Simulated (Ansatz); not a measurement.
Run this with Ansatz 0.2.0 through its Python package and show what comes out.

`run_field.py`:
```python
"""Dipole of CH4GeSe in the field of point charges."""

import ansatz as az
import numpy as np

mol = (
    az.Crystal.molecule()
    .atom("C", (-0.5973, -0.2818, -0.6428))
    .atom("Ge", (0.6758, 0.4089, 0.5566))
    .atom("Se", (-0.6088, -1.6584, 0.6015))
    .atom("H", (-1.5184, 0.3511, -0.627))
    .atom("H", (-0.236, -0.5163, -1.6674))
    .atom("H", (0.171, 1.441, 1.6131))
    .atom("H", (2.1749, 0.1874, 0.1204))
)

base = (
    mol.calculation()
    .basis(gaussian="def2-SVPD")
    .functional("hf")
    .forces()
)
# charges +q and -q at -R and +R make a nearly even field 2 k q / R^2 at the centre
centre = np.mean([site.position_ang for site in mol.cartesian_sites], axis=0)
field = 2 * 14.399645 * 3.0 / 40.0 ** 2


def dipole(axis, sign):
    arm = 40.0 * np.eye(3)[axis]
    pair = [{"charge": sign * 3.0, "position_ang": (centre - arm).tolist()}, {"charge": -sign * 3.0, "position_ang": (centre + arm).tolist()}]
    deck = base.input().set(az.key.basis.gaussian.point_charges, pair)
    return np.array(az.Session.from_dict(deck).plan().execute().report["charge_distribution"]["dipole_moment_e_ang"])


print(f"field {field:.4f} V/A")
alpha = np.array([(dipole(axis, 1) - dipole(axis, -1)) / (2 * field) * 14.399645 for axis in range(3)])
print("polarisability tensor (A^3)")
print(np.array2string(alpha, precision=3, suppress_small=True))
print(f"mean {np.trace(alpha) / 3:.3f} A^3 = {np.trace(alpha) / 3 / 0.14818471:.2f} bohr^3")
```

```console
$ python run_field.py
field 0.0540 V/A
polarisability tensor (A^3)
[[10.508  2.18   0.103]
 [ 2.186 12.238  0.17 ]
 [ 0.107  0.173  9.034]]
mean 10.593 A^3 = 71.49 bohr^3
```

The geometry is a force-field or estimated start, not a minimum of this method, and the basis set is short of its limit. The field of two point charges is only nearly even. It ran for 26 s on 1 thread of Arm Neoverse V2 (shared host), peak memory 0.38 GiB.

(Lines on the test bed's own set-up are left out of the output.)
